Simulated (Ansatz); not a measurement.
# Cl2FHZn: the cost of one run

All numbers below are computed with Ansatz 0.2.0 (RHF/def2-SVP).

### Step 1. The starting structure

Bond lengths: Zn1–Cl2 2.590 Å, Zn1–Cl3 2.240 Å, Zn1–F4 2.000 Å. Angles: Cl2–Zn1–Cl3 180.0°, Cl2–Zn1–F4 71.6°, Cl3–Zn1–F4 108.4°.

As a file:

```xyz
5

Zn    0.0000    0.0000    0.0000
Cl    0.0000    0.0000    2.5900
Cl    0.0000    0.0000   -2.2400
F    -1.8980    0.0000    0.6306
H    -1.4168    0.0000    1.7691
```

### Step 2. A restrained relaxation towards end A

Springs on the bonds that form and break draw the guess towards this end; the thresholds are loose.

File input.yaml:

```yaml
crystal:
  periodic: [false, false, false]
  atoms:
    - { symbol: Zn, position_ang: [0.0, 0.0, 0.0] }
    - { symbol: Cl, position_ang: [0.0, 0.0, 2.59] }
    - { symbol: Cl, position_ang: [0.0, 0.0, -2.24] }
    - { symbol: F, position_ang: [-1.898, 0.0, 0.6306] }
    - { symbol: H, position_ang: [-1.4168, 0.0, 1.7691] }
basis:
  gaussian: { orbitals: def2-SVP }
hamiltonian:
  xc: hf
relax:
  f_tol: 0.15
  max_steps: 25
  restrain:
    - { distance: [0, 3], at: 2.9, k: 30.0 }
    - { distance: [4, 1], at: 2.57, k: 30.0 }
    - { distance: [0, 1], at: 2.24, k: 30.0 }
    - { distance: [4, 3], at: 0.92, k: 30.0 }
```

Started as:

```
> ansatz run input.yaml --threads 1 --pin off --max-ram 2048MiB --backend cpu --events-out ev --progress --plain --runs-dir out
```

**Question.** How long does this run take on 1 thread of Intel Xeon Platinum 8488C (Sapphire Rapids), shared host, and how much memory does it need?

About 12 s, with a peak of 0.19 GiB.
